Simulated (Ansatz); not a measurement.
# YTl: strong compression

The task here is to estimate one member of a computed series from the others.

Program: Ansatz 0.2.0. Level of theory: DFT, PBEsol, PAW with Ansatz's default frozen-core files, scalar-relativistic. These are calculated values, not measurements.

1 further run of the same task is left out (it didn't finish).

## The starting structure

Symmetry: Pm-3m, No. 221, cubic system. Conventional cell: a = 3.778 Å, b = 3.778 Å, c = 3.778 Å, α = 90.00°, β = 90.00°, γ = 90.00°. Y (site symmetry m-3m) is surrounded by 8 Tl at 3.27 Å. Tl (site symmetry m-3m) has 8 Y at 3.27 Å as nearest neighbours.

Coordinates:

```
Y Tl
1.0
     3.77760    0.00000    0.00000
     0.00000    3.77760    0.00000
     0.00000    0.00000    3.77760
Y Tl
1 1
Direct
  0.50000 0.50000 0.50000
  0.00000 0.00000 0.00000
```

Whether this phase is the stable one at these pressures isn't tested.

Atoms are numbered in the order of the input: Y1, Tl2.

The first run:

input.yaml reads:

```yaml
crystal:
  lattice:
    - [3.77760313, 0.0, 0.0]
    - [0.0, 3.77760313, 0.0]
    - [0.0, 0.0, 3.77760313]
  atoms:
    - { symbol: "Y", position: [0.5, 0.5, 0.5] }
    - { symbol: Tl, position: [0.0, 0.0, 0.0] }
kpoints:
  mp_grid: { grid: [10, 10, 10] }
scf:
  occupations: { method: fermi_dirac, width: 0.05 }
hamiltonian:
  xc: pbesol
  pseudopotentials: { kind: paw }
output:
  forces: true
  stress: true
relax:
  f_tol: 0.01
  max_steps: 30
```

The run is started by

```sh
$ ansatz run input.yaml --threads 1 --pin off --max-ram 2048MiB --backend cpu --events-out ev --progress --plain --runs-dir out
```

Among the steps run: Atoms relaxed at the given volume, PAW; Volume scaled by 1, PAW; Atoms relaxed at 0.75 of the volume, PAW; Volume scaled by 0.75, PAW; Atoms relaxed at 0.5 of the volume, PAW; Volume scaled by 0.5, PAW; Atoms relaxed at 0.45 of the volume, PAW; Volume scaled by 0.45, PAW.

One table of the session follows, with a row left open; its other results are not shown here.

```
method  volume over the first  volume (Å³/atom)  pressure (GPa)
   PAW                      1            26.954           -1.82
   PAW                   0.75            20.215           28.66
   PAW                    0.5                 ?               ?
   PAW                   0.45            12.129          260.18
```

Estimate the missing values for PAW, 0.5.

As computed: volume (Å³/atom): 13.477; pressure (GPa): 181.38. In the column «volume (Å³/atom)» it lies between PAW, 0.45 (12.129) and PAW, 0.75 (20.215).

Limits of these values: Warnings in the runs' records: stress scf threshold loose.
